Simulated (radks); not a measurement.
**The Coulomb parameter U of the 4d shell of Nb**

An exercise on one series of results from a longer session: the logs are not shown, and one member is left open.

Program: radks (a radial shooting solver on a logarithmic mesh, Libxc functionals) version 1. Level of theory: Dirac Kohn-Sham, PBE, spin-unpolarised, spherical densities, point nucleus; open shells are shared between the two j in proportion to 2j + 1. These are calculated values, not measurements, unless marked.

### The system

```
element       : niobium (Z = 41)
charge        : 0
electrons     : 41
configuration : [Kr] 4d2.5 5s1 5p1.5
```

Set-up of the first run:

Settings of this run:

```text
Z 41
configuration [Kr] 4d2.5 5s1 5p1.5
relativity Dirac
functional pbe,pbe
spin unpolarised
j_filling average
nucleus point
c 137.035999084
```

Among the steps run: Start: [Kr] 4d2.5 5s1 5p1.5.

One of the session's tables, all rows but one given; the rest of the session is left out.

It belongs to the step «Start: [Kr] 4d2.5 5s1 5p1.5». Radial moments (bohr):

```
level    <r>  outermost maximum (interpolated)  90 % within  nodes
4s1/2  1.152                              1.03         1.68      3
4p1/2  1.267                              1.10         1.88      2
4p3/2  1.297                              1.13         1.92      2
4d3/2  1.910                              1.43         3.08      1
4d5/2  1.930                              1.44         3.11      1
5s1/2      ?                                 ?            ?      ?
5p1/2  4.413                              3.64         6.67      3
5p3/2  4.526                              3.73         6.84      3
```

**Question.** Estimate the row for 5s1/2.

The run gave: <r>: 3.378; outermost maximum (interpolated): 2.89; 90 % within: 4.99; nodes: 4. In the column «<r>» it lies between 4d5/2 (1.930) and 5p1/2 (4.413).
